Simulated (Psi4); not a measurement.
**MoO3 (SMILES [O]=[Mo](=[O])=[O]): MP2/def2-SVPD (core potential)**

Aim: the energy change on altering one bond length of MoO3 at MP2/def2-SVPD (core potential), from 2 runs. 

The calculation is run with Psi4 1.11.

1 further run of the same task is left out (set aside as unsound or not needed).

## (1) Starting point

The species is MoO3 (4 atoms), meant as a singlet with charge 0. SMILES: `[O]=[Mo](=[O])=[O]`. Geometry: relaxed at PBE0-D4/def2-TZVP.

Bond lengths: O1–Mo2 1.692 Å, Mo2–O3 1.692 Å, Mo2–O4 1.692 Å. Angles: O1–Mo2–O3 110.3°, O1–Mo2–O4 110.3°, O3–Mo2–O4 110.3°.

## (2) The energy at MP2/def2-SVPD (core potential)

input.json reads:

```json
{
 "schema_name": "qcschema_input",
 "schema_version": 1,
 "molecule": {
  "schema_name": "qcschema_molecule",
  "schema_version": 2,
  "symbols": ["O", "Mo", "O", "O"],
  "geometry": [-1.82925489, -0.28308097, 2.38577923, -0.26097118, -0.63589284, -0.37851214, 2.84781727, -1.14819759, 0.16780768, -0.65233346, 1.95322092, -2.21362518],
  "molecular_charge": 0,
  "molecular_multiplicity": 1,
  "fix_symmetry": "c1",
  "fix_com": true,
  "fix_orientation": true
 },
 "driver": "energy",
 "model": {
  "method": "mp2",
  "basis": "def2-SVPD"
 },
 "keywords": {
  "reference": "rhf",
  "puream": true,
  "e_convergence": 1e-09,
  "d_convergence": 1e-08,
  "scf_type": "pk",
  "num_frozen_docc": 3,
  "mp2_type": "conv"
 }
}
```

Command:

```sh
$ psi4 --qcschema input.json -n 1 --memory 1600MB
```

stdout:

```text
[...]
    !!!  WARNING: ECP capability is in beta. Please check occupations closely.  !!!
[...]
  Running in c1 symmetry.
[...]
  Nuclear repulsion =  141.662163929513753
[...]
  Multiplicity = 1
[...]
  Nalpha       = 19
  Nbeta        = 19
[...]
    Number of basis functions: 103
[...]
   @RHF iter   1:  -291.03357493427478   -6.09252e-01   1.31609e-02 DIIS/ADIIS
[...]
   @RHF iter  18:  -291.87923422564444   -9.72022e-12   9.81356e-09 DIIS
[...]
    Orbital Energies [Eh]
    ---------------------
    Doubly Occupied:
       1A    -20.605707     2A    -20.605687     3A    -20.605677
       4A     -3.251435     5A     -2.105185     6A     -2.105168
       7A     -2.083835     8A     -1.257238     9A     -1.233956
      10A     -1.233936    11A     -0.642891    12A     -0.642887
      13A     -0.596325    14A     -0.591832    15A     -0.591813
      16A     -0.495344    17A     -0.488329    18A     -0.488318
      19A     -0.486848
[...]
  @RHF Final Energy:  -291.87923422564444
   => Energetics <=
    Nuclear Repulsion Energy =            141.6621639295137527
    One-Electron Energy =                -706.8579751417437365
    Two-Electron Energy =                 273.3165769865855168
    Total Energy =                       -291.8792342256444385
[...]
 Multipole Moments:
 ------------------------------------------------------------------------------------
     Multipole            Electronic (a.u.)      Nuclear  (a.u.)        Total (a.u.)
 ------------------------------------------------------------------------------------
 L = 1.  Multiply by 2.5417464519 to convert [e a0] to [Debye]
 Dipole X            :         -0.1124796           -0.7237652           -0.8362448
 Dipole Y            :          2.9591987           -4.7269609           -1.7677621
 Dipole Z            :          1.5056985           -2.5794761           -1.0737776
 Magnitude           :                                                    2.2309833
[...]
	SCS-MP2 Total Energy (a.u.)        :  -292.89548412218090
	SOS-MP2 Total Energy (a.u.)        :  -292.85712086283888
	SCSN-MP2 Total Energy (a.u.)       :  -292.47896465376920
[...]
	SOS-PI-MP2 Total Energy (a.u.)     :  -292.93234291185388
[...]
	MP2 Total Energy (a.u.)            :  -292.97221064086494
[...]
```

The result, in JSON:

```text
{
 "driver": "energy",
 "model": {
  "method": "mp2",
  "basis": "def2-SVPD"
 },
 "success": true,
 "return_result": -292.97221064086494,
 "properties": {
  "calcinfo_nbasis": 103,
  "calcinfo_nmo": 103,
  "calcinfo_nalpha": 19,
  "calcinfo_nbeta": 19,
  "calcinfo_natom": 4,
  "nuclear_repulsion_energy": 141.66216392951375,
  "return_energy": -292.97221064086494,
  "scf_one_electron_energy": -706.8579751417437,
  "scf_two_electron_energy": 273.3165769865855,
  "scf_dipole_moment": [-0.8362447545823652, -1.7677621381241275, -1.073777576185982],
  "scf_total_energy": -291.87923422564444,
  "scf_iterations": 18,
  "mp2_same_spin_correlation_energy": -0.3407559250708955,
  "mp2_opposite_spin_correlation_energy": -0.7522204901495815,
  "mp2_singles_energy": 0.0,
  "mp2_doubles_energy": -1.092976415220477,
  "mp2_correlation_energy": -1.0929764152205053,
  "mp2_total_energy": -292.97221064086494
 }
}
```

Run time: 12 s. Hardware: 1 thread of AMD EPYC 7R43 (Zen 3), shared host; peak memory 0.66 GiB.

## (3) The distorted shape at the same level

calc.py reads:

```python
import psi4

psi4.set_memory('1600 MB')
psi4.set_num_threads(1)
psi4.core.set_output_file('run.log', False)

m = psi4.geometry("""
O     -2.284080     0.067080     1.031220
Mo    -1.454180    -0.119620    -0.431580
O      1.507000    -0.607600     0.088800
O     -1.661280     1.250480    -1.402680
symmetry c1
""")

psi4.set_options({
    'basis': 'def2-SVPD',
    'puream': True,
    'e_convergence': 1e-09,
    'd_convergence': 1e-08,
    'scf_type': 'pk',
    'num_frozen_docc': 3,
    'mp2_type': 'conv',
})

e, wfn = psi4.energy("mp2", molecule=m, return_wfn=True)
print('E =', round(e, 9))
for k, v in sorted(psi4.core.scalar_variables().items()):
    print(f'{k:45s} {v:18.10f}')
```

Command:

```sh
$ python calc.py
```

run.log:

```text
[...]
    !!!  WARNING: ECP capability is in beta. Please check occupations closely.  !!!
[...]
  Running in c1 symmetry.
[...]
  Nuclear repulsion =  118.791893625696957
[...]
  Multiplicity = 1
[...]
  Nalpha       = 19
  Nbeta        = 19
[...]
    Number of basis functions: 103
[...]
   @RHF iter   1:  -289.96355038934041   -2.03123e-01   1.51902e-02 DIIS/ADIIS
[...]
   @RHF iter  89:  -291.50696711409563   -4.26326e-12   8.67520e-09 DIIS
[...]
    Orbital Energies [Eh]
    ---------------------
    Doubly Occupied:
       1A    -20.681748     2A    -20.681725     3A    -20.603616
       4A     -3.291573     5A     -2.153440     6A     -2.132941
       7A     -2.106282     8A     -1.307605     9A     -1.292390
      10A     -1.126775    11A     -0.684159    12A     -0.668224
      13A     -0.615734    14A     -0.604161    15A     -0.583352
      16A     -0.556500    17A     -0.462377    18A     -0.354144
      19A     -0.322487
[...]
  @RHF Final Energy:  -291.50696711409563
   => Energetics <=
    Nuclear Repulsion Energy =            118.7918936256969573
    One-Electron Energy =                -660.1392557950609898
    Two-Electron Energy =                 249.8403950552684023
    Total Energy =                       -291.5069671140956302
[...]
 Multipole Moments:
 ------------------------------------------------------------------------------------
     Multipole            Electronic (a.u.)      Nuclear  (a.u.)        Total (a.u.)
 ------------------------------------------------------------------------------------
 L = 1.  Multiply by 2.5417464519 to convert [e a0] to [Debye]
 Dipole X            :        -16.4300882           13.9403804           -2.4897079
 Dipole Y            :         -8.8663373            7.7434322           -1.1229051
 Dipole Z            :         -8.5155949            7.3323598           -1.1832350
 Magnitude           :                                                    2.9765091
[...]
	SCS-MP2 Total Energy (a.u.)        :  -292.81004882924515
	SOS-MP2 Total Energy (a.u.)        :  -292.76588086009627
	SCSN-MP2 Total Energy (a.u.)       :  -292.25148665111584
[...]
	SOS-PI-MP2 Total Energy (a.u.)     :  -292.86272037901944
[...]
	MP2 Total Energy (a.u.)            :  -292.89838476754295
[...]
```

The script printed:

```text
E = -292.898384768
CURRENT CORRELATION ENERGY                         -1.3914176534
CURRENT ENERGY                                   -292.8983847675
CURRENT REFERENCE ENERGY                         -291.5069671141
DD SOLVATION ENERGY                                 0.0000000000
HF KINETIC ENERGY                                 245.7010885996
HF POTENTIAL ENERGY                              -537.2080557136
HF TOTAL ENERGY                                  -291.5069671141
HF VIRIAL RATIO                                     2.1864292860
MP2 CORRELATION ENERGY                             -1.3914176534
MP2 DOUBLES ENERGY                                 -1.3914176534
MP2 OPPOSITE-SPIN CORRELATION ENERGY               -0.9683951892
MP2 SAME-SPIN CORRELATION ENERGY                   -0.4230224642
MP2 SINGLES ENERGY                                  0.0000000000
MP2 TOTAL ENERGY                                 -292.8983847675
NUCLEAR REPULSION ENERGY                          118.7918936257
ONE-ELECTRON ENERGY                              -660.1392557951
PCM POLARIZATION ENERGY                             0.0000000000
PE ENERGY                                           0.0000000000
SCF ITERATION ENERGY                             -291.5069671141
SCF ITERATIONS                                     89.0000000000
SCF TOTAL ENERGY                                 -291.5069671141
SCS(N)-MP2 CORRELATION ENERGY                      -0.7445195370
SCS(N)-MP2 TOTAL ENERGY                          -292.2514866511
SCS-MP2 CORRELATION ENERGY                         -1.3030817151
SCS-MP2 TOTAL ENERGY                             -292.8100488292
SCS-MP2-VDW CORRELATION ENERGY                     -1.4510570743
SCS-MP2-VDW TOTAL ENERGY                         -292.9580241884
SOS-MP2 CORRELATION ENERGY                         -1.2589137460
SOS-MP2 TOTAL ENERGY                             -292.7658808601
SOS-PI-MP2 CORRELATION ENERGY                      -1.3557532649
SOS-PI-MP2 TOTAL ENERGY                          -292.8627203790
TWO-ELECTRON ENERGY                               249.8403950553
```

Wall time 17 s (1 thread of AMD EPYC 7R43 (Zen 3), shared host); peak memory 0.66 GiB.

## (4) Outcome

Level: MP2/def2-SVPD (core potential), 3 core orbitals frozen.

| quantity | value |
| --- | --- |
| first shape: total energy | -292.97221 Eh |
| first shape: HOMO energy (Hartree–Fock orbitals) | -13.25 eV |
| first shape: LUMO energy (Hartree–Fock orbitals) | -2.16 eV |
| first shape: HOMO–LUMO gap (Hartree–Fock orbitals) | 11.09 eV |
| first shape: correlation energy (3 core orbitals frozen) | -1093.0 mEh |
| distorted shape: total energy | -292.89838 Eh |
| distorted shape: HOMO energy (Hartree–Fock orbitals) | -8.78 eV |
| distorted shape: LUMO energy (Hartree–Fock orbitals) | -4.03 eV |
| distorted shape: HOMO–LUMO gap (Hartree–Fock orbitals) | 4.74 eV |
| distorted shape: correlation energy (3 core orbitals frozen) | -1391.4 mEh |
| energy change with the Mo2–O3 bond stretched from 1.692 to 3.046 Å | 2.009 eV |

In words: With the Mo2–O3 bond stretched from 1.692 to 3.046 Å the energy rises by 2.01 eV (46 kcal/mol). The first shape isn't relaxed at this level, so the change isn't measured from a minimum. A restricted reference can't describe the breaking bond well at this length.
